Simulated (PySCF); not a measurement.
**Ways to converge the SCF of Ga**

Aim: find out which solver settings change the answer for Ga.

Computed with PySCF 2.14.0. Level: method and basis as typed in the scripts.

1 further run of the same task is left out (it didn't finish).

### 1 The atom

Ga: 1 atom, charge 0, spin multiplicity 2.

### 2 The run that the others are compared with

The input, input.py:

```python
from pyscf import gto, scf, cc

mol = gto.M(
    atom='Ga 0 0 0',
    basis='6-31g',
    charge=0,
    spin=1,
    verbose=3,
)
mf = scf.ROHF(mol)
mf.kernel()
mycc = cc.CCSD(mf, frozen=9)
mycc.kernel()
e = mycc.eaccsd(nroots=6)[0]
print('roots (eV) =', (e*27.211386).round(3))
mf.dip_moment()
print('orbital energies (hartree):', mf.mo_energy[..., max(0, mol.nelec[1]-3):mol.nelec[0]+3].round(4))
```

The run is started by

```bash
$ OMP_NUM_THREADS=1 python input.py
```

The log of this run is left out.

It gives: E(SCF) = -1922.894192 Eh, E(CCSD) − E(SCF) = -0.17538 Eh, attachment roots 0.340, 0.340, 0.476, 0.476, 0.857 eV.

Positive EA roots mean that the added electron is unbound.

### 3 Level shift 0.3 hartree

Run 1 changes level shift: none → 0.3 hartree.

The input, input.py:

```python
from pyscf import gto, scf, cc

mol = gto.M(
    atom='Ga 0 0 0',
    basis='6-31g',
    charge=0,
    spin=1,
    verbose=3,
)
mf = scf.ROHF(mol)
mf.level_shift = 0.3
mf.kernel()
mycc = cc.CCSD(mf, frozen=9)
mycc.kernel()
e = mycc.eaccsd(nroots=6)[0]
print('roots (eV) =', (e*27.211386).round(3))
mf.dip_moment()
print('orbital energies (hartree):', mf.mo_energy[..., max(0, mol.nelec[1]-3):mol.nelec[0]+3].round(4))
```

The run is started by

```bash
$ OMP_NUM_THREADS=1 python input.py
```

### 4 DIIS space off

Run 2 changes DIIS space: default → off.

input.py, as its differences from that of step 2:

```diff
@@ -10,2 +10,3 @@
 mf = scf.ROHF(mol)
+mf.diis = False
 mf.kernel()
```

### 5 DIIS space 4

Run 3 changes DIIS space: default → 4.

input.py, as its differences from that of step 2:

```diff
@@ -10,2 +10,3 @@
 mf = scf.ROHF(mol)
+mf.diis_space = 4
 mf.kernel()
```

### 6 Convergence threshold 1e-13 hartree

Run 4 changes convergence threshold: default → 1e-13 hartree.

input.py, as its differences from that of step 2:

```diff
@@ -10,2 +10,3 @@
 mf = scf.ROHF(mol)
+mf.conv_tol = 1e-13
 mf.kernel()
```

**Question.** What will these runs give? Wanted: for each run, E(SCF); from base; after the SCF.

The runs gave:

```tsv
run	E(SCF) (hartree)	from base (eV)	after the SCF
base	-1922.894192	0	CCSD correlation -4.772 eV, core frozen, first root 0.34 eV
level shift 0.3 hartree	-1922.894192	0.0000	CCSD correlation -4.772 eV, core frozen, first root 0.34 eV
DIIS space off	-1922.894192	0.0000	CCSD correlation -4.772 eV, core frozen, first root 0.34 eV
DIIS space 4	-1922.894192	0.0000	CCSD correlation -4.772 eV, core frozen, first root 0.34 eV
convergence threshold 1e-13 hartree	-1922.894192	0.0000	CCSD correlation -4.772 eV, core frozen, first root 0.34 eV
```

With level shift 0.3 hartree or DIIS space off or DIIS space 4 or convergence threshold 1e-13 hartree the SCF ends at the base energy.
